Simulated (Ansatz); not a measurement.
# Molecular dynamics of InSb

The input (input.yaml):

```yaml
crystal:
  lattice:
    - [9.149962, 0.0, 0.0]
    - [4.574981, 7.924099, 0.0]
    - [0.0, 0.0, 17.66932]
  atoms:
    - { symbol: In, position: [0.0, 0.0, 0.0565953] }
    - { symbol: Sb, position: [0.17898173, 0.15206061, 0.07347528] }
    - { symbol: In, position: [-2.0e-08, 0.50000002, 0.0565953] }
    - { symbol: Sb, position: [0.16840331, 0.66931715, 0.08557854] }
    - { symbol: In, position: [0.49999998, 0.0, 0.0565953] }
    - { symbol: Sb, position: [0.67223662, 0.16071921, 0.08618825] }
    - { symbol: In, position: [0.49999997, 0.50000002, 0.0565953] }
    - { symbol: Sb, position: [0.64425962, 0.67395465, 0.09967521] }
    - { symbol: In, position: [0.70882755, 0.62164711, 0.26125961] }
    - { symbol: Sb, position: [0.87354016, 0.77987893, 0.30451428] }
    - { symbol: In, position: [0.72275921, 0.1053194, 0.26167853] }
    - { symbol: Sb, position: [0.88616092, 0.30090046, 0.30614597] }
    - { symbol: In, position: [0.21260098, 0.64065493, 0.25268873] }
    - { symbol: Sb, position: [0.38619567, 0.77768535, 0.29790205] }
    - { symbol: In, position: [0.23484002, 0.12685928, 0.25196333] }
    - { symbol: Sb, position: [0.40388989, 0.29757184, 0.31568626] }
basis:
  ecutwfc: 420.0
kpoints:
  mp_grid: { grid: [2, 2, 1] }
hamiltonian:
  xc: lda
  pseudopotentials: { kind: paw, azcp: { folder: soft_1 } }
scf:
  occupations: { method: fermi_dirac, width: 0.1 }
  lower_state_search: "off"
md:
  timestep: 4.5
  n_steps: 300
  ensemble: nvt_langevin
  temperature: 750.0
  initial_velocities: maxwell_boltzmann
  seed: 862006
  friction: 0.01
  constraints: [{ sites: [0, 2, 4, 6] }]
```

Run as:

```bash
$ ansatz run input.yaml --threads 4 --pin off --max-ram 10240MiB --backend cpu --events-out ev --progress --plain --runs-dir out
```

It goes on from the last frame of an earlier run, with new velocities.

Output, in part (step lines):

```
md step     0: t =     0.00 fs  T =   750.0 K  F+E_penalty+E_count = -94338.71284107 eV  E_kin = 1.163340 eV  (12 SCF iters)
md step     1: t =     4.50 fs  T =   613.7 K  F+E_penalty+E_count = -94338.67236280 eV  E_kin = 0.951992 eV  (8 SCF iters)
md step     2: t =     9.00 fs  T =   622.6 K  F+E_penalty+E_count = -94338.66141888 eV  E_kin = 0.965679 eV  (8 SCF iters)
md step     3: t =    13.50 fs  T =   658.3 K  F+E_penalty+E_count = -94338.66410763 eV  E_kin = 1.021131 eV  (8 SCF iters)
md step     4: t =    18.00 fs  T =   721.4 K  F+E_penalty+E_count = -94338.67785102 eV  E_kin = 1.118938 eV  (8 SCF iters)
md step     5: t =    22.50 fs  T =   680.8 K  F+E_penalty+E_count = -94338.70778008 eV  E_kin = 1.056026 eV  (5 SCF iters)
md step     6: t =    27.00 fs  T =   650.4 K  F+E_penalty+E_count = -94338.74811545 eV  E_kin = 1.008863 eV  (6 SCF iters)
md step     7: t =    31.50 fs  T =   588.3 K  F+E_penalty+E_count = -94338.79257082 eV  E_kin = 0.912510 eV  (6 SCF iters)
[... lines left out ...]
md step   299: t =  1345.50 fs  T =  1095.1 K  F+E_penalty+E_count = -94338.67358612 eV  E_kin = 1.698605 eV  (5 SCF iters)
md step   300: t =  1350.00 fs  T =  1115.6 K  F+E_penalty+E_count = -94338.66921063 eV  E_kin = 1.730438 eV  (8 SCF iters)
```

The steps, from the saved trajectory:

```json
{"time (fs)": "0", "T (K)": "750", "potential energy less start (eV)": "0.000"}
{"time (fs)": "45", "T (K)": "736", "potential energy less start (eV)": "-0.209"}
{"time (fs)": "90", "T (K)": "605", "potential energy less start (eV)": "-0.281"}
{"time (fs)": "135", "T (K)": "633", "potential energy less start (eV)": "0.121"}
{"time (fs)": "180", "T (K)": "927", "potential energy less start (eV)": "-0.228"}
{"time (fs)": "225", "T (K)": "504", "potential energy less start (eV)": "0.013"}
{"time (fs)": "270", "T (K)": "767", "potential energy less start (eV)": "-0.044"}
{"time (fs)": "315", "T (K)": "738", "potential energy less start (eV)": "0.014"}
{"time (fs)": "360", "T (K)": "645", "potential energy less start (eV)": "0.278"}
{"time (fs)": "405", "T (K)": "373", "potential energy less start (eV)": "0.239"}
{"time (fs)": "450", "T (K)": "1182", "potential energy less start (eV)": "0.000"}
{"time (fs)": "495", "T (K)": "513", "potential energy less start (eV)": "0.164"}
{"time (fs)": "540", "T (K)": "944", "potential energy less start (eV)": "-0.318"}
{"time (fs)": "585", "T (K)": "744", "potential energy less start (eV)": "0.116"}
{"time (fs)": "630", "T (K)": "864", "potential energy less start (eV)": "-0.071"}
{"time (fs)": "675", "T (K)": "710", "potential energy less start (eV)": "0.084"}
{"time (fs)": "720", "T (K)": "814", "potential energy less start (eV)": "0.306"}
{"time (fs)": "765", "T (K)": "1030", "potential energy less start (eV)": "0.363"}
{"time (fs)": "810", "T (K)": "1075", "potential energy less start (eV)": "0.428"}
{"time (fs)": "855", "T (K)": "825", "potential energy less start (eV)": "0.775"}
{"time (fs)": "900", "T (K)": "963", "potential energy less start (eV)": "0.281"}
{"time (fs)": "945", "T (K)": "579", "potential energy less start (eV)": "0.524"}
{"time (fs)": "990", "T (K)": "583", "potential energy less start (eV)": "0.504"}
{"time (fs)": "1035", "T (K)": "798", "potential energy less start (eV)": "0.280"}
{"time (fs)": "1080", "T (K)": "708", "potential energy less start (eV)": "0.502"}
{"time (fs)": "1125", "T (K)": "499", "potential energy less start (eV)": "0.860"}
{"time (fs)": "1170", "T (K)": "1342", "potential energy less start (eV)": "0.441"}
{"time (fs)": "1215", "T (K)": "914", "potential energy less start (eV)": "0.503"}
{"time (fs)": "1260", "T (K)": "695", "potential energy less start (eV)": "0.447"}
{"time (fs)": "1305", "T (K)": "826", "potential energy less start (eV)": "0.306"}
{"time (fs)": "1350", "T (K)": "1116", "potential energy less start (eV)": "0.044"}
```

The run went to its last step. The mean temperature of the second half is 11 % above the set value. A run of 1.4 ps of so small a system gives no equilibrium averages. Limits of this set-up: coarse k mesh, thin slab, slab without dipole correction, PAW files made for another functional.

Mean squared displacements from the first frame to the last: In 0.27 Å², Sb 0.56 Å².

Last frame:

```xyz
16
Lattice="9.1500 0.0000 0.0000 4.5750 7.9241 0.0000 0.0000 0.0000 17.6693" Properties=species:S:1:pos:R:3
In 0.000 0.000 1.000
Sb 2.252 1.252 -0.021
In 2.288 3.962 1.000
Sb 4.598 5.322 1.806
In 4.575 0.000 1.000
Sb 6.812 1.408 1.687
In 6.862 3.962 1.000
Sb 9.097 5.143 1.864
In 9.366 5.270 4.951
Sb 11.567 6.722 4.861
In 6.599 1.553 4.439
Sb 8.778 2.456 5.652
In 4.677 5.156 4.773
Sb 7.023 6.693 4.676
In 2.055 1.606 3.990
Sb 4.197 2.527 5.454
```

The run took 43 min on 4 threads of Arm Neoverse V1 (shared host), peak memory 3.3 GiB.
